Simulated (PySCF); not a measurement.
# C₃H₁₂BNS: electronic excitations

What electronic excitations should C₃H₁₂BNS (`CN[BH2-][S+](C)C`) show?

Computed with PySCF 2.14.0, with density-fitted response routines of our own, on a single molecule in the gas phase. Atoms count from 0, in the outputs and in this text.

**1. The starting structure**

18 atoms, charge 0, multiplicity 1; geometry from: GFN2-xTB.

Bonds of the start (Å): C0–N1 1.44, N1–B2 1.38, S3–C4 1.81, S3–C5 1.81, C0–H6 1.09, C0–H7 1.09, C0–H8 1.09, N1–H9 1.01, B2–H10 1.17, B2–H11 1.17, C4–H12 1.08, C4–H13 1.09, C4–H14 1.09, C5–H15 1.09, C5–H16 1.08, C5–H17 1.09.

The optimised geometry no longer has the bonds of the starting formula, so what follows describes that rearranged structure.

**2. Ultraviolet spectrum: wB97X-D/def2-SVPD**

What the job is given:

```
{"job": {"kind": "uv", "xc": "wB97X-D", "basis": "def2-SVPD", "nstates": 8, "ntriplets": 3}, "charge": 0, "multiplicity": 1}
C      2.566447     0.440627     0.001214
N      1.804740    -0.760973    -0.248286
B      0.906034    -1.378041     0.590066
S     -1.855802     0.401801    -1.925210
C     -2.635282    -0.697286    -0.712357
C     -1.064092     1.551334    -0.766735
H      3.640218     0.238435    -0.050019
H      2.330768     0.817472     0.994501
H      2.329158     1.214617    -0.735094
H      2.001678    -1.145990    -1.161272
H      0.382234    -2.362686     0.228848
H      0.681103    -0.904179     1.640598
H     -3.159078    -1.466813    -1.269114
H     -3.339908    -0.127184    -0.112681
H     -1.865017    -1.140703    -0.086829
H     -1.825916     2.038242    -0.163860
H     -0.535471     2.289473    -1.360432
H     -0.370572     0.998169    -0.139753
```

Level: TDDFT wB97X-D/def2-SVPD, vertical, gas phase, core orbitals frozen in the response.

Command:

```console
> OMP_NUM_THREADS=1 python probes_run.py task.json out
```

One launch serves the whole session: the jobs run in the order shown.

Predict these results of the whole session: lowest singlet (wB97X-D/def2-SVPD); brightest single state of those computed; lowest triplet; surface potential, 1st and 99th percentile.

The runs gave:

| quantity | value |
| --- | --- |
| lowest singlet (wB97X-D/def2-SVPD) | 5.50 eV (225 nm), f = 0.000 |
| brightest single state of those computed | state 7, 7.46 eV, f = 0.088 |
| lowest triplet | 5.11 eV |
| surface potential, 1st and 99th percentile | -1.18 V and 1.50 V |

In words: The structure rearranged or came apart on optimisation; the results belong to the end geometry, not to the formula as drawn. The first singlet state (HOMO→LUMO+2 0.57, HOMO→LUMO+1 0.17) lies at 5.50 eV and is dark; of the 8 states computed, the strongest absorption comes from state 7 at 7.46 eV. The lowest triplet lies 0.39 eV below the lowest singlet (triplets in Tamm-Dancoff, singlets in full TDDFT).
